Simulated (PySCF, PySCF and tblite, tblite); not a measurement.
# C₆H₁₀F+: a path driven as rotation about a bond, and NMR exchange

Aim: the barrier and rate of rotation about a bond in C₆H₁₀F+ (`C/C(=C\F)[C+](C)C`), and what it does to NMR lines.

Computed with tblite 0.8.0 (tight binding) and PySCF 2.14.0 (DFT, with response routines of our own); each step states its level. Atoms count from 0 throughout.

### Step 1. The molecule as given

17 atoms, charge 1, multiplicity 1; geometry from: force field or distance geometry start.

Bonds of the start (Å): C0–C1 1.49, C0–H7 1.09, C0–H8 1.10, C0–H9 1.10, C1–C2 1.34, C1–C4 1.46, C2–F3 1.36, C2–H10 1.07, C4–C5 1.49, C4–C6 1.50, C5–H11 1.09, C5–H12 1.10, C5–H13 1.10, C6–H14 1.09, C6–H15 1.11, C6–H16 1.09.

### Step 2. GFN2-xTB relaxation, start minimum

Job settings and geometry (Å):

```
{"job": {"xc": "GFN2-xTB", "basis": "xTB", "kind": "relax"}, "charge": 1, "multiplicity": 1}
C     -1.635000     0.853600    -0.629300
C     -0.766800    -0.284400    -0.216500
C     -1.221800    -1.546900    -0.208400
F     -2.494800    -1.828800    -0.584500
C      0.607700     0.018700     0.187800
C      0.956000     1.362900     0.739600
C      1.707900    -0.988600     0.057500
H     -1.151000     1.455300    -1.405600
H     -1.863300     1.506800     0.221900
H     -2.605000     0.512300    -1.031700
H     -0.704900    -2.444200     0.066800
H      1.109100     2.083400    -0.063400
H      0.173800     1.738900     1.420300
H      1.888200     1.312000     1.326700
H      1.536100    -1.670900    -0.771500
H      1.787100    -1.571500     0.997300
H      2.669800    -0.496700    -0.117200
```

Run with:

```bash
$ OMP_NUM_THREADS=1 python ens_run.py task.json out
```

One launch serves the whole session.

The program printed:

```text
step      E/eV     max force
  0    -603.56369    2.263
  1    -603.68228    1.139
  2    -603.71074    0.621
  3    -603.74423    0.453
  4    -603.75721    0.235
  5    -603.76437    0.202
  6    -603.77038    0.184
  7    -603.77389    0.147
  8    -603.77576    0.093
  9    -603.77742    0.094
 10    -603.77928    0.127
 11    -603.78093    0.123
 12    -603.78210    0.085
 13    -603.78309    0.083
 14    -603.78439    0.097
 15    -603.78614    0.150
 16    -603.78790    0.144
 17    -603.78918    0.086
 18    -603.79007    0.081
 19    -603.79084    0.074
 20    -603.79172    0.082
 21    -603.79279    0.091
 22    -603.79414    0.094
 23    -603.79594    0.113
 24    -603.79825    0.137
 25    -603.80071    0.133
 26    -603.80286    0.104
 27    -603.80468    0.141
 28    -603.80653    0.139
 29    -603.80875    0.121
 30    -603.81093    0.102
 31    -603.81260    0.086
 32    -603.81394    0.090
 33    -603.81562    0.114
 34    -603.81787    0.126
 35    -603.82005    0.102
 36    -603.82162    0.083
 37    -603.82281    0.085
 38    -603.82386    0.080
 39    -603.82474    0.069
 40    -603.82518    0.053
 41    -603.82557    0.043
 42    -603.82579    0.042
 43    -603.82611    0.038
 44    -603.82632    0.032
 45    -603.82654    0.034
 46    -603.82670    0.030
 47    -603.82683    0.020
 48    -603.82693    0.021
 49    -603.82700    0.020
 50    -603.82708    0.021
 51    -603.82720    0.028
 52    -603.82732    0.026
 53    -603.82741    0.017
 54    -603.82746    0.018
 55    -603.82749    0.016
 56    -603.82752    0.013
 57    -603.82754    0.012
 58    -603.82755    0.008
 59    -603.82757    0.009
 60    -603.82758    0.010
 61    -603.82759    0.013
 62    -603.82760    0.012
 63    -603.82762    0.010
 64    -603.82764    0.013
 65    -603.82767    0.014
 66    -603.82770    0.019
 67    -603.82772    0.017
 68    -603.82775    0.012
 69    -603.82777    0.014
 70    -603.82779    0.016
 71    -603.82781    0.015
 72    -603.82784    0.016
 73    -603.82787    0.013
 74    -603.82789    0.015
 75    -603.82792    0.018
 76    -603.82796    0.018
 77    -603.82802    0.019
 78    -603.82808    0.016
 79    -603.82813    0.015
 80    -603.82815    0.012
 81    -603.82817    0.009
 82    -603.82818    0.008
 83    -603.82819    0.006
 84    -603.82819    0.005
 85    -603.82820    0.006
 86    -603.82821    0.006
 87    -603.82822    0.007
 88    -603.82823    0.007
 89    -603.82824    0.008
 90    -603.82825    0.007
 91    -603.82826    0.007
 92    -603.82827    0.006
 93    -603.82828    0.006
 94    -603.82829    0.006
 95    -603.82829    0.007
 96    -603.82831    0.009
 97    -603.82833    0.009
 98    -603.82835    0.009
 99    -603.82837    0.008
100    -603.82838    0.009
101    -603.82840    0.009
102    -603.82843    0.009
103    -603.82846    0.011
104    -603.82849    0.012
105    -603.82851    0.031
106    -603.82854    0.012
107    -603.82856    0.010
108    -603.82859    0.010
109    -603.82860    0.011
110    -603.82863    0.012
111    -603.82866    0.011
112    -603.82868    0.010
113    -603.82869    0.007
114    -603.82869    0.006
115    -603.82870    0.005
116    -603.82870    0.005
117    -603.82871    0.005
118    -603.82871    0.003
119    -603.82871    0.003
```

Run time: 0.94 s. Hardware: 1 thread of Intel Xeon Platinum 8259CL at 2.50GHz, shared host.

The energy fell by 0.265 eV, and the atoms moved 0.32 Å (root mean square).

### Step 3. Relaxed scan, rotation

Job settings and geometry (Å):

```
{"job": {"xc": "GFN2-xTB", "basis": "xTB", "coordinate": [["t", [0, 1, 4, 5], 0.25], ["t", [0, 1, 4, 6], 0.25], ["t", [2, 1, 4, 5], 0.25], ["t", [2, 1, 4, 6], 0.25]], "kind": "drive"}, "charge": 1, "multiplicity": 1}
C     -1.666002     0.891669    -0.450918
C     -0.720009    -0.256820    -0.273676
C     -1.159126    -1.528264    -0.515168
F     -2.376895    -1.759135    -0.903771
C      0.606258    -0.022156     0.179168
C      0.973704     1.331400     0.584538
C      1.646647    -1.043232     0.263629
H     -1.244197     1.643962    -1.114086
H     -1.880164     1.366940     0.505101
H     -2.607824     0.555125    -0.874278
H     -0.593297    -2.443246    -0.383089
H      0.916875     2.002332    -0.279714
H      0.248620     1.745513     1.289408
H      1.974804     1.387838     1.002860
H      1.412672    -1.993188    -0.201705
H      1.884272    -1.213687     1.320086
H      2.576665    -0.653023    -0.158296
```

The program printed:

```text
point  coordinate     E/eV
  0    -68.400     -603.81119
  1    -54.000     -603.74115
  2    -39.600     -603.60211
  3    -24.600     -603.41889
  4     -8.400     -603.29565
  5      7.800     -603.33082
  6     23.300     -603.46426
  7     38.000     -603.60159
  8     52.300     -603.67960
  9     66.900     -603.69559
 10     82.100     -603.76762
 11     97.000     -603.82525
```

Wall time 4.8 s (1 thread of Intel Xeon Platinum 8259CL at 2.50GHz, shared host).

The highest point is number 4, 11.9 kcal/mol above the first.

### Step 4. Nudged elastic band, leg 1

The job, as its differences from that of step 3:

```diff
@@ -1,2 +1,2 @@
-{"job": {"xc": "GFN2-xTB", "basis": "xTB", "coordinate": [["t", [0, 1, 4, 5], 0.25], ["t", [0, 1, 4, 6], 0.25], ["t", [2, 1, 4, 5], 0.25], ["t", [2, 1, 4, 6], 0.25]], "kind": "drive"}, "charge": 1, "multiplicity": 1}
+{"job": {"xc": "GFN2-xTB", "basis": "xTB", "kind": "neb"}, "charge": 1, "multiplicity": 1}
 C     -1.666002     0.891669    -0.450918
```

The program printed:

```text
image   E - E0 / eV
  0       0.0000
  1       0.1569
  2       0.5359
  3       0.2840
  4       0.1332
  5       0.0516
  6       0.0001
```

Wall time 2.7 s (1 thread of Intel Xeon Platinum 8259CL at 2.50GHz, shared host); peak memory 0.2 GiB.

The highest point is number 2, 12.4 kcal/mol above the first.

### Step 5. Saddle search, leg 1

Job settings and geometry (Å):

```
{"job": {"xc": "GFN2-xTB", "basis": "xTB", "kind": "saddle"}, "charge": 1, "multiplicity": 1}
C     -1.300488     0.654557    -1.122600
C     -0.766707    -0.325041    -0.092174
C     -1.486908    -1.348496     0.353706
F     -2.722378    -1.548128    -0.071353
C      0.593788     0.003422     0.273402
C      0.839020     1.049988     1.243811
C      1.692786    -0.649126    -0.403870
H     -0.557222     0.866934    -1.888176
H     -1.599244     1.587990    -0.648932
H     -2.172275     0.205676    -1.593724
H     -1.173735    -2.068808     1.095824
H      0.546858     2.016734     0.813859
H      0.178665     0.946703     2.109699
H      1.882953     1.121056     1.542089
H      1.384490    -1.237173    -1.265733
H      2.170962    -1.332265     0.312252
H      2.489434     0.055978    -0.658080
```

The program printed:

```text
step      E/eV     max force
  0    -603.29279   0.0278
  1    -603.29300   0.1501
  2    -603.29233   0.0532
  3    -603.29251   0.0170
  4    -603.29300   0.0879
  5    -603.29268   0.0264
  6    -603.29291   0.0099
  7    -603.29331   0.0258
  8    -603.29373   0.0424
  9    -603.29415   0.0320
 10    -603.29442   0.0532
 11    -603.29468   0.0145
 12    -603.29473   0.0153
 13    -603.29475   0.0073
 14    -603.29475   0.0092
 15    -603.29473   0.0146
 16    -603.29475   0.0037
lowest wavenumbers (cm-1): -141.3 74.7 114.6 135.5 152.0 185.6
```

It took 7 s on 1 thread of Intel Xeon Platinum 8259CL at 2.50GHz, shared host; peak memory 0.2 GiB.

Point group C1; 1 imaginary mode, 141i cm⁻¹, carried by C0, C5, C6, C2. Steps downhill from it reached both ends.

### Step 6. Shieldings, start: B3LYP/pcSseg-1

Job settings and geometry (Å):

```
{"job": {"kind": "nmr", "xc": "B3LYP", "basis": "pcSseg-1", "pop": false}, "charge": 1, "multiplicity": 1}
C     -1.666002     0.891669    -0.450918
C     -0.720009    -0.256820    -0.273676
C     -1.159126    -1.528264    -0.515168
F     -2.376895    -1.759135    -0.903771
C      0.606258    -0.022156     0.179168
C      0.973704     1.331400     0.584538
C      1.646647    -1.043232     0.263629
H     -1.244197     1.643962    -1.114086
H     -1.880164     1.366940     0.505101
H     -2.607824     0.555125    -0.874278
H     -0.593297    -2.443246    -0.383089
H      0.916875     2.002332    -0.279714
H      0.248620     1.745513     1.289408
H      1.974804     1.387838     1.002860
H      1.412672    -1.993188    -0.201705
H      1.884272    -1.213687     1.320086
H      2.576665    -0.653023    -0.158296
```

The program printed:

```text
coarse grid: 13808 points
cycle   1  E = -334.0349995556  dE =  1.070e+00  |g| = 5.967e-01  |ddm| = 3.667e+00
cycle   2  E = -333.9538839297  dE =  8.112e-02  |g| = 8.918e-01  |ddm| = 1.232e+00
cycle   3  E = -334.1076487767  dE = -1.538e-01  |g| = 1.195e-01  |ddm| = 6.852e-01
cycle   4  E = -334.1099869501  dE = -2.338e-03  |g| = 4.835e-02  |ddm| = 1.106e-01
cycle   5  E = -334.1104379022  dE = -4.510e-04  |g| = 1.885e-02  |ddm| = 4.566e-02
cycle   6  E = -334.1105171608  dE = -7.926e-05  |g| = 7.091e-03  |ddm| = 2.285e-02
cycle   7  E = -334.1105298294  dE = -1.267e-05  |g| = 1.496e-03  |ddm| = 7.559e-03
cycle   8  E = -334.1105303298  dE = -5.004e-07  |g| = 2.619e-04  |ddm| = 1.325e-03
final grid: 132576 points
cycle   9  E = -334.1696079413  dE = -5.281e-05  |g| = 7.021e-03  |ddm| = 3.935e-02
cycle  10  E = -334.1696029136  dE =  5.028e-06  |g| = 8.653e-03  |ddm| = 1.185e-02
cycle  11  E = -334.1696191902  dE = -1.628e-05  |g| = 1.944e-03  |ddm| = 7.426e-03
cycle  12  E = -334.1696198893  dE = -6.991e-07  |g| = 2.673e-04  |ddm| = 1.807e-03
cycle  13  E = -334.1696198963  dE = -6.972e-09  |g| = 2.110e-04  |ddm| = 3.566e-04
cycle  14  E = -334.1696199079  dE = -1.156e-08  |g| = 2.765e-05  |ddm| = 1.960e-04
cycle  15  E = -334.1696199080  dE = -1.760e-10  |g| = 1.031e-05  |ddm| = 3.293e-05
converged SCF energy = -334.1696199080

GIAO shielding tensors (ppm)
atom      isotropic    diamagn.    paramagn.     s11        s22        s33       span
  0 C      169.147     244.946     -75.799    154.741    175.209    177.490     22.750
  1 C       36.481     264.357    -227.876    -38.643     -0.031    148.118    186.761
  2 C      -16.632     251.614    -268.245   -113.458    -11.925     75.487    188.945
  3 F      144.191     470.022    -325.830    -44.087     38.345    438.315    482.402
  4 C      -86.556     265.228    -351.785   -211.622   -201.762    153.715    365.337
  5 C      141.445     250.519    -109.074    113.656    149.591    161.087     47.431
  6 C      147.096     249.192    -102.096    113.757    155.753    171.778     58.022
  7 H       29.866      29.491       0.376     25.350     28.391     35.857     10.507
  8 H       29.688      29.072       0.616     25.295     27.975     35.794     10.498
  9 H       28.567      28.621      -0.054     23.163     28.452     34.084     10.921
 10 H       22.713      31.299      -8.586     19.453     21.986     26.698      7.245
 11 H       28.423      29.600      -1.177     24.214     27.948     33.107      8.893
 12 H       28.443      30.182      -1.739     24.140     28.442     32.748      8.609
 13 H       28.373      29.341      -0.968     24.368     28.558     32.195      7.827
 14 H       28.394      31.172      -2.778     23.709     28.555     32.919      9.210
 15 H       28.331      27.851       0.481     24.986     26.418     33.590      8.605
 16 H       28.122      28.058       0.064     24.316     27.417     32.633      8.317
```

Run time: 27 s. Hardware: 1 thread of Intel Xeon Platinum 8259CL at 2.50GHz, shared host; peak memory 0.77 GiB.

This run: HOMO -13.19 eV, LUMO -8.66 eV.

### Step 7. Shieldings, saddle of leg 1: B3LYP/pcSseg-1

Job settings and geometry (Å):

```
{"job": {"kind": "nmr", "xc": "B3LYP", "basis": "pcSseg-1", "pop": false}, "charge": 1, "multiplicity": 1}
C     -1.303385     0.610261    -1.147764
C     -0.759785    -0.329592    -0.087385
C     -1.472402    -1.333646     0.411087
F     -2.704814    -1.569762    -0.003992
C      0.598425     0.024888     0.268878
C      0.829044     1.048219     1.264703
C      1.700024    -0.593019    -0.434241
H     -0.577698     0.785617    -1.938767
H     -1.571319     1.566289    -0.700064
H     -2.196793     0.161891    -1.576743
H     -1.141646    -2.030291     1.168048
H      0.644453     2.025017     0.794487
H      0.105220     0.998933     2.080722
H      1.855748     1.067898     1.627133
H      1.425485    -0.983034    -1.414214
H      1.974355    -1.478009     0.161264
H      2.595089     0.028340    -0.473154
```

The program printed:

```text
coarse grid: 13808 points
cycle   1  E = -334.0009130513  dE =  1.076e+00  |g| = 6.001e-01  |ddm| = 3.592e+00
cycle   2  E = -333.9097609353  dE =  9.115e-02  |g| = 9.283e-01  |ddm| = 1.495e+00
cycle   3  E = -334.0731169138  dE = -1.634e-01  |g| = 1.203e-01  |ddm| = 9.420e-01
cycle   4  E = -334.0752831204  dE = -2.166e-03  |g| = 5.888e-02  |ddm| = 1.430e-01
cycle   5  E = -334.0760259012  dE = -7.428e-04  |g| = 1.930e-02  |ddm| = 6.584e-02
cycle   6  E = -334.0761139336  dE = -8.803e-05  |g| = 4.609e-03  |ddm| = 1.795e-02
cycle   7  E = -334.0761182176  dE = -4.284e-06  |g| = 1.090e-03  |ddm| = 3.656e-03
final grid: 132576 points
cycle   8  E = -334.1353465018  dE = -3.975e-05  |g| = 6.972e-03  |ddm| = 2.720e-02
cycle   9  E = -334.1353410876  dE =  5.414e-06  |g| = 8.941e-03  |ddm| = 1.057e-02
cycle  10  E = -334.1353570938  dE = -1.601e-05  |g| = 1.391e-03  |ddm| = 6.632e-03
cycle  11  E = -334.1353574098  dE = -3.160e-07  |g| = 2.125e-04  |ddm| = 1.248e-03
cycle  12  E = -334.1353574144  dE = -4.627e-09  |g| = 1.470e-04  |ddm| = 2.883e-04
cycle  13  E = -334.1353574199  dE = -5.486e-09  |g| = 2.511e-05  |ddm| = 1.584e-04
cycle  14  E = -334.1353574200  dE = -1.454e-10  |g| = 8.672e-06  |ddm| = 2.735e-05
converged SCF energy = -334.1353574200

GIAO shielding tensors (ppm)
atom      isotropic    diamagn.    paramagn.     s11        s22        s33       span
  0 C      152.366     245.341     -92.974    110.758    166.146    180.195     69.437
  1 C       33.596     268.744    -235.148    -59.397     68.319     91.865    151.262
  2 C       39.530     247.294    -207.765    -32.992     61.582     89.999    122.991
  3 F      285.235     470.371    -185.136    131.483    301.567    422.654    291.171
  4 C     -173.070     262.894    -435.964   -360.803   -305.562    147.154    507.957
  5 C      125.785     251.172    -125.386     80.455    135.785    161.116     80.661
  6 C      124.633     251.462    -126.829     80.838    139.624    153.437     72.599
  7 H       29.752      29.862      -0.110     26.042     28.652     34.562      8.520
  8 H       29.818      29.045       0.772     25.350     27.806     36.297     10.947
  9 H       27.503      28.699      -1.196     23.704     27.065     31.739      8.034
 10 H       25.193      30.826      -5.633     22.211     24.799     28.569      6.358
 11 H       27.537      28.445      -0.908     24.319     26.899     31.394      7.075
 12 H       27.549      29.476      -1.927     24.204     27.840     30.603      6.399
 13 H       27.371      28.749      -1.378     24.489     27.387     30.237      5.748
 14 H       27.452      30.086      -2.634     24.534     27.754     30.066      5.532
 15 H       28.034      27.788       0.246     24.424     27.189     32.488      8.063
 16 H       27.097      28.840      -1.743     24.507     26.830     29.955      5.448
```

Wall time 28 s (1 thread of Intel Xeon Platinum 8259CL at 2.50GHz, shared host); peak memory 0.79 GiB.

Key values: HOMO -11.92 eV, LUMO -9.00 eV.

### Step 8. Barriers, rates and exchange

Job settings and geometry (Å):

```
{"job": {"smiles": "C/C(=C\\F)[C+](C)C", "charge": 1, "mult": 1, "motion": "rotation", "what": "allyl or dienyl ion", "atoms": [1, 4], "drives": [{"terms": [["t", [0, 1, 4, 5], 0.25], ["t", [0, 1, 4, 6], 0.25], ["t", [2, 1, 4, 5], 0.25], ["t", [2, 1, 4, 6], 0.25]], "by": 180, "n": 12}], "study": "path", "level": {"kind": "nmr", "xc": "B3LYP", "basis": "pcSseg-1"}, "fields": [100, 360, 900], "first": 5, "seed": 636, "kind": "path"}, "charge": 1, "multiplicity": 1}
C     -1.666002     0.891669    -0.450918
C     -0.720009    -0.256820    -0.273676
C     -1.159126    -1.528264    -0.515168
F     -2.376895    -1.759135    -0.903771
C      0.606258    -0.022156     0.179168
C      0.973704     1.331400     0.584538
C      1.646647    -1.043232     0.263629
H     -1.244197     1.643962    -1.114086
H     -1.880164     1.366940     0.505101
H     -2.607824     0.555125    -0.874278
H     -0.593297    -2.443246    -0.383089
H      0.916875     2.002332    -0.279714
H      0.248620     1.745513     1.289408
H      1.974804     1.387838     1.002860
H      1.412672    -1.993188    -0.201705
H      1.884272    -1.213687     1.320086
H      2.576665    -0.653023    -0.158296
```

The program printed:

```text
stationary points (kcal/mol above the start)
  n  kind          group   xTB      DFT    lowest mode
  0  minimum      C1       0.00     0.00      42.4
  1  saddle       C1      12.31    21.68    -141.3
  2  minimum      C1       0.00     0.00      49.2

GFN2-xTB energies: T/K, barrier G, reaction G (kcal/mol), k forward, k back (1/s)
 150.00    10.80     0.01   0.000566   0.000585
 200.00    10.81     0.01       6.37        6.6
 250.00    10.82     0.02    1.8e+03   1.86e+03
 298.15    10.84     0.02   7.04e+04    7.3e+04
 350.00    10.86     0.02   1.21e+06   1.25e+06
 400.00    10.88     0.03   9.43e+06   9.77e+06
 500.00    10.94     0.04   1.72e+08   1.78e+08

B3LYP/pcSseg-1 + D3(BJ) energies: T/K, barrier G, reaction G (kcal/mol), k forward, k back (1/s)
 150.00    20.17     0.01   1.27e-17    1.3e-17
 200.00    20.18     0.01   3.69e-10   3.81e-10
 250.00    20.19     0.02   1.16e-05    1.2e-05
 298.15    20.21     0.02    0.00957    0.00988
 350.00    20.23     0.02       1.71       1.76
 400.00    20.25     0.03       71.8       74.2
 500.00    20.31     0.03   1.38e+04   1.43e+04
```

It took 75 s on 1 thread of Intel Xeon Platinum 8259CL at 2.50GHz, shared host; peak memory 0.79 GiB. This counts the whole study up to here.

Barriers by level (kcal/mol; entropies in cal/(mol K)). Zero-point and thermal terms come from xTB in every row. ΔG‡ leaves symmetry out; the rate counts one path; effective ΔG‡, where given, is the barrier that would give that rate by Eyring's equation alone:

| level | ΔE‡ | with zero-point | ΔH‡ | ΔS‡ | ΔG‡ (298 K) | ΔE of reaction | k at 298 K (1/s) | effective ΔG‡ |
| --- | --- | --- | --- | --- | --- | --- | --- | --- |
| GFN2-xTB | 12.31 | 10.76 | 10.59 | -0.8 | 10.84 | 0.00 | 7e+04 | 10.84 |
| B3LYP/pcSseg-1 + D3(BJ) | 21.68 | 20.13 | 19.96 | -0.8 | 20.21 | 0.00 | 0.0096 | 20.21 |

Sites that the driver pairs across this motion, and where their lines would merge (no couplings; faster rotations, inversion at nitrogen or exchange between molecules can average them sooner):

| nucleus | sites: shielding (ppm) | proton frequency (MHz) | spread (Hz) | coalescence (K) | lines at 298 K |
| --- | --- | --- | --- | --- | --- |
| $^{13}$C | C5: 141.4; C6: 147.1 | 100 | 142 | 424 | 2 |
| $^{13}$C | C5: 141.4; C6: 147.1 | 360 | 512 | 447 | 2 |
| $^{13}$C | C5: 141.4; C6: 147.1 | 900 | 1279 | 465 | 2 |
| $^{1}$H | H11, H12, H13: 28.41; H14, H15, H16: 28.28 | 100 | 13 | 386 | 2 |
| $^{1}$H | H11, H12, H13: 28.41; H14, H15, H16: 28.28 | 360 | 47 | 406 | 2 |
| $^{1}$H | H11, H12, H13: 28.41; H14, H15, H16: 28.28 | 900 | 118 | 421 | 2 |

### Step 9. What came out

| quantity | value |
| --- | --- |
| barrier (B3LYP/pcSseg-1 + D3(BJ)) | ΔE‡ 21.7, ΔG‡(298 K) 20.2 kcal/mol |
| barrier (GFN2-xTB) | ΔE‡ 12.3 kcal/mol |
| rate at 298 K | 0.0096 s⁻¹ |
| end of the path | the start, renumbered or mirrored |
| coalescence of $^{13}$C C5 | 465 K at 900 MHz |

In words: DFT puts the top 21.7 kcal/mol above the start (xTB: 12.3); the rate from the DFT barrier is 0.0096 s⁻¹ at 298 K. An error of 1.4 kcal/mol changes that rate tenfold. The $^{13}$C lines of C5 and its partners, 1279 Hz apart at 900 MHz, merge at 465 K, so by this path alone the exchange at 298 K is slow for them; other paths were not followed.
